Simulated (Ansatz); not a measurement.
Runs of Ansatz 0.2.0 on AlSn. Symmetry: P-6m2, No. 187, hexagonal system. The conventional cell has a = 4.198 Å, b = 4.198 Å, c = 3.307 Å, α = 90.00°, β = 90.00°, γ = 120.00°. Sn (site symmetry -6m2) has 6 Al at 2.93 Å and 2 Sn at 3.31 Å as nearest neighbours. Al (site symmetry -6m2) is surrounded by 6 Sn at 2.93 Å and 2 Al at 3.31 Å. The cell comes from a database or a generator and needn't be the stable form of this composition.

| task | level | cell | gap on the mesh (eV) | pressure (GPa) | relaxed volume (Å³/atom) |
| --- | --- | --- | --- | --- | --- |
| relaxation of cell and atoms | PBE0 | relaxed | none | 0.0 | 24.25 |
| single point | PBEsol0 | as given | none | -0.9 | - |
| relaxation of cell and atoms | PBEsol0 | relaxed | none | 0.0 | (a) |
| single point | PBE0 | as given | none | 0.5 | - |

Alike in all rows: potentials or basis Ansatz PAW; no spin polarisation; k mesh 4 × 4 × 4; cutoff (eV) 420; smearing fermi-dirac 0.05 eV; the mesh is coarse, so values aren't converged.

**Question.** Fill in the values left out.

**Answer.** (a) 23.65.

Caveats: all runs use coarse meshes; the PAW data sets come from PBE, with cores solved anew for the run's functional, which leaves a small shift of forces and pressure; the plane-wave basis is chosen anew once the cell has moved, so the energies of steps on either side of that aren't comparable (some runs); the thresholds are loose for stress (some runs).

A k mesh can miss the band edges, and the runs leave out spin-orbit coupling on Sn.

A gap of «none» marks a metal or a gap under the smearing width.
